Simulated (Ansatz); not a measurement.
# Ga₂N₂H₈: one species, many methods

Aim: compute Ga₂N₂H₈ with functionals from several rungs and with coupled cluster. The yardstick is the atomisation energy at the CCSD(T) limit.

Computed with Ansatz 0.2.0, Gaussian basis. Level: functionals in def2-TZVPP, the program's frozen cores in correlated methods.

Plan: LDA (SPW92), PBE-D4, revPBE-D4, BLYP-D4, r2SCAN-D4, B97M-V, PBE0-D4, B3LYP-D4, r2SCANh-D4, r2SCAN0-D4, HSE06-D4, BHLYP-D4, CAM-B3LYP-D4, LC-ωPBE, ωB97X-V, ωB97M-V, B2PLYP, PBE-QIDH; CCSD(T)/def2-SVP; CCSD(T)/def2-TZVPP; MP2/def2-QZVPP; extrapolation to the limit; RPA on PBE.

### Step 1. The relaxed structure

An earlier PBE0-D4 in a triple-zeta def2 set relaxation fixed the geometry.

SMILES `[NH2+]1[GaH2-][NH2+][GaH2-]1`, 12 atoms, charge 0, spin multiplicity 1.

Atoms are counted from 1 here; the program's logs count them from 0.

Bond lengths: N1–Ga2 2.017 Å, N1–Ga4 2.017 Å, N1–H5 1.012 Å, N1–H6 1.012 Å, Ga2–N3 2.017 Å, Ga2–H7 1.570 Å, Ga2–H8 1.570 Å, N3–Ga4 2.017 Å, N3–H9 1.012 Å, N3–H10 1.012 Å, Ga4–H11 1.570 Å, Ga4–H12 1.570 Å. Angles: Ga2–N1–Ga4 93.5°, Ga2–N1–H5 114.0°, Ga2–N1–H6 114.0°, Ga4–N1–H5 114.0°, Ga4–N1–H6 114.0°, H5–N1–H6 107.1°, N1–Ga2–N3 86.5°, N1–Ga2–H7 109.5°, N1–Ga2–H8 109.6°, N3–Ga2–H7 109.5°, N3–Ga2–H8 109.6°, H7–Ga2–H8 125.3°, Ga2–N3–Ga4 93.5°, Ga2–N3–H9 114.0°, Ga2–N3–H10 114.0°, Ga4–N3–H9 114.0°, Ga4–N3–H10 114.0°, H9–N3–H10 107.1° and more.

### Step 2. LDA

This LDA is Slater exchange with PW92 correlation.

The input, in.yaml:

```yaml
crystal:
  periodic: [false, false, false]
  atoms:
    - {symbol: N, position_ang: [-1.252655, 0.479658, -0.332775]}
    - {symbol: Ga, position_ang: [-0.377153, 0.000447, 1.420382]}
    - {symbol: N, position_ang: [1.254501, -0.474475, 0.333249]}
    - {symbol: Ga, position_ang: [0.375596, -0.004819, -1.420791]}
    - {symbol: H, position_ang: [-2.072425, -0.073717, -0.548935]}
    - {symbol: H, position_ang: [-1.522416, 1.452725, -0.406059]}
    - {symbol: H, position_ang: [-1.027302, -1.309997, 1.990172]}
    - {symbol: H, position_ang: [-0.098252, 1.307793, 2.243626]}
    - {symbol: H, position_ang: [1.531680, -1.445289, 0.408484]}
    - {symbol: H, position_ang: [2.070032, 0.085586, 0.548283]}
    - {symbol: H, position_ang: [1.026686, 1.299946, -2.002458]}
    - {symbol: H, position_ang: [0.091708, -1.317850, -2.233179]}
basis:
  gaussian: {orbitals: def2-TZVPP}
hamiltonian: {xc: lda}
output: {orbitals: {seedname: orbitals}}
```

The run is started by

```console
$ ansatz run in.yaml --threads 4 --pin off --events-out ev --progress --plain --max-ram 11315MiB
```

The runs that follow: PBE-D4 (GGA); revPBE-D4 (GGA); BLYP-D4 (GGA); r2SCAN-D4 (meta-GGA); B97M-V (meta-GGA); B3LYP-D4 (hybrid); r2SCANh-D4 (hybrid); r2SCAN0-D4 (hybrid); HSE06-D4 (hybrid); BHLYP-D4 (hybrid); CAM-B3LYP-D4 (range-separated); LC-ωPBE (range-separated); ωB97X-V (range-separated); ωB97M-V (range-separated); B2PLYP (double hybrid); PBE-QIDH (double hybrid); CCSD(T) in def2-SVP; CCSD(T) in def2-TZVPP; MP2 in def2-QZVPP; RPA on PBE orbitals.

**Question.** What will the summary of the whole plan be? Wanted: atomisation energy, CCSD(T)/CBS; farthest beyond LDA; mean size of error, GGA; mean size of error, meta-GGA; mean size of error, hybrid; mean size of error, range-separated; mean size of error, double hybrid; gap, smallest and largest; T1 diagnostic.

As calculated:

| quantity | value |
| --- | --- |
| atomisation energy, CCSD(T)/CBS | 848.4 kcal/mol |
| functionals within 8.5 kcal/mol (1.0 %) | PBE-D4, r2SCAN-D4, B97M-V, CAM-B3LYP-D4, ωB97X-V, ωB97M-V |
| farthest beyond LDA | BHLYP-D4 (-26.4 kcal/mol) |
| mean size of error, GGA | 16.4 kcal/mol |
| mean size of error, meta-GGA | 5.5 kcal/mol |
| mean size of error, hybrid | 16.7 kcal/mol |
| mean size of error, range-separated | 4.2 kcal/mol |
| mean size of error, double hybrid | 16.7 kcal/mol |
| gap, smallest and largest | 5.53 eV (LDA (SPW92)), 12.43 eV (LC-ωPBE) |
| T1 diagnostic | 0.0127 |
| triples share of the correlation energy | 3.7 % |

What this shows: The LDA atomisation energy is off by 106.5 kcal/mol (13 %): it overbinds. PBE-D4 misses by -7.4 kcal/mol. Double hybrids carry the basis error of their MP2 part in triple zeta, and no dispersion term here, so their miss is partly the set-up's. The rungs range-separated, meta-GGA miss on average by less than the doubt on the reference (8.5 kcal/mol), so they tie. The reference freezes the cores and leaves out relativity and excitations past (T), and its outer-core shells are covered unevenly, so misses under about 8.5 kcal/mol can't be ranked. Hartree-Fock recovers 69 % of the binding; the rest is correlation. CCSD(T) in def2-SVP is off by -55.1 kcal/mol, which most functionals beat. The gap grows from 5.5 to 12.4 eV across the functionals, mostly with the share of exact exchange. Correlated methods include outer-core shells of Ga, which these sets cover unevenly.
